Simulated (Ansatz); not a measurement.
# C₂H₇AlClN: a ladder of functionals and wavefunction methods

Aim: compute C₂H₇AlClN with functionals from several rungs and with coupled cluster, and see how far each lands from CCSD(T) at the basis-set limit for the atomisation energy.

Program: Ansatz 0.2.0, Gaussian basis. Level of theory: functionals in def2-TZVPP, the program's frozen cores in correlated methods. These are calculated values, not measurements.

Levels to be run: LDA (SPW92), PBE-D4, revPBE-D4, BLYP-D4, r2SCAN-D4, B97M-V, PBE0-D4, B3LYP-D4, r2SCANh-D4, r2SCAN0-D4, HSE06-D4, BHLYP-D4, CAM-B3LYP-D4, LC-ωPBE, ωB97X-V, ωB97M-V, B2PLYP, PBE-QIDH; CCSD(T)/def2-SVP; CCSD(T)/def2-TZVPP; MP2/def2-QZVPP; extrapolation to the limit; RPA on PBE.

## 1. The relaxed structure

The geometry comes from an earlier relaxation with PBE0-D4 in a triple-zeta def2 set; it is a stationary point, not always the lowest conformer.

SMILES `C[N](C)[AlH][Cl]`, 12 atoms, charge 0, spin multiplicity 1.

Atoms are counted from 1 here; the program's logs count them from 0.

Bond lengths: C1–N2 1.443 Å, C1–H6 1.099 Å, C1–H7 1.091 Å, C1–H8 1.099 Å, N2–C3 1.444 Å, N2–Al4 1.762 Å, C3–H9 1.093 Å, C3–H10 1.099 Å, C3–H11 1.099 Å, Al4–Cl5 2.101 Å, Al4–H12 1.571 Å. Angles: N2–C1–H6 111.3°, N2–C1–H7 110.8°, N2–C1–H8 111.3°, H6–C1–H7 108.0°, H6–C1–H8 107.3°, H7–C1–H8 108.0°, C1–N2–C3 112.7°, C1–N2–Al4 125.6°, C3–N2–Al4 121.7°, N2–C3–H9 110.9°, N2–C3–H10 111.5°, N2–C3–H11 111.5°, H9–C3–H10 107.7°, H9–C3–H11 107.7°, H10–C3–H11 107.3°, N2–Al4–Cl5 118.1°, N2–Al4–H12 120.9°, Cl5–Al4–H12 121.0°.

## 2. LDA

This LDA is Slater exchange with PW92 correlation.

The input, in.yaml:

```yaml
crystal:
  periodic: [false, false, false]
  atoms:
    - {symbol: C, position_ang: [-0.807548, 1.104029, 0.245812]}
    - {symbol: N, position_ang: [0.054672, -0.021701, -0.022268]}
    - {symbol: C, position_ang: [-0.447252, -1.253328, 0.540891]}
    - {symbol: Al, position_ang: [1.564577, 0.035750, -0.928977]}
    - {symbol: Cl, position_ang: [2.189094, 1.888318, -1.697449]}
    - {symbol: H, position_ang: [-0.924633, 1.269815, 1.325750]}
    - {symbol: H, position_ang: [-0.400712, 2.016998, -0.192650]}
    - {symbol: H, position_ang: [-1.812010, 0.946443, -0.170936]}
    - {symbol: H, position_ang: [0.226735, -2.085728, 0.320907]}
    - {symbol: H, position_ang: [-1.436332, -1.507829, 0.135419]}
    - {symbol: H, position_ang: [-0.548691, -1.184875, 1.632904]}
    - {symbol: H, position_ang: [2.419000, -1.262992, -1.155504]}
basis:
  gaussian: {orbitals: def2-TZVPP}
hamiltonian: {xc: lda}
output: {orbitals: {seedname: orbitals}}
```

Run with:

```sh
ansatz run in.yaml --threads 4 --pin off --events-out ev --progress --plain --max-ram 10444MiB
```

Further steps of the session: PBE-D4 (GGA); revPBE-D4 (GGA); BLYP-D4 (GGA); r2SCAN-D4 (meta-GGA); B97M-V (meta-GGA); PBE0-D4 (hybrid); B3LYP-D4 (hybrid); r2SCANh-D4 (hybrid); r2SCAN0-D4 (hybrid); HSE06-D4 (hybrid); BHLYP-D4 (hybrid); CAM-B3LYP-D4 (range-separated); LC-ωPBE (range-separated); ωB97X-V (range-separated); ωB97M-V (range-separated); B2PLYP (double hybrid); PBE-QIDH (double hybrid); CCSD(T) in def2-SVP; CCSD(T) in def2-TZVPP; MP2 in def2-QZVPP; RPA on PBE orbitals.

Q: Predict the results of all the runs planned. Wanted: atomisation energy, CCSD(T)/CBS; farthest beyond LDA; mean size of error, GGA; mean size of error, meta-GGA; mean size of error, hybrid; mean size of error, range-separated; mean size of error, double hybrid; gap, smallest and largest; T1 diagnostic.

The runs gave:

| quantity | value |
| --- | --- |
| atomisation energy, CCSD(T)/CBS | 1028.6 kcal/mol |
| functionals within 5.1 kcal/mol (0.5 %) | BLYP-D4, r2SCAN-D4, PBE0-D4, B3LYP-D4, r2SCANh-D4, HSE06-D4, CAM-B3LYP-D4, LC-ωPBE, ωB97X-V, ωB97M-V |
| farthest beyond LDA | BHLYP-D4 (-24.2 kcal/mol) |
| mean size of error, GGA | 9.2 kcal/mol |
| mean size of error, meta-GGA | 3.2 kcal/mol |
| mean size of error, hybrid | 6.9 kcal/mol |
| mean size of error, range-separated | 3.9 kcal/mol |
| mean size of error, double hybrid | 9.1 kcal/mol |
| gap, smallest and largest | 4.03 eV (LDA (SPW92)), 10.80 eV (LC-ωPBE) |
| T1 diagnostic | 0.0109 |
| triples share of the correlation energy | 3.8 % |

In words: LDA overbinds by 134.7 kcal/mol (13 %). PBE-D4 misses by +13.7 kcal/mol. Double hybrids carry the basis error of their MP2 part in triple zeta, and no dispersion term here, so their miss is partly the set-up's. The rungs meta-GGA, range-separated miss on average by less than the doubt on the reference (5.1 kcal/mol), so they tie. Misses under about 5.1 kcal/mol are within the doubt on the reference itself, which lacks core-valence correlation, relativity and higher excitations. Hartree-Fock recovers 74 % of the binding; the rest is correlation. CCSD(T) in def2-SVP is off by -52.5 kcal/mol, more than most functionals: a good method in a small basis is no reference. The gap grows from 4.0 to 10.8 eV across the functionals, mostly with the share of exact exchange.
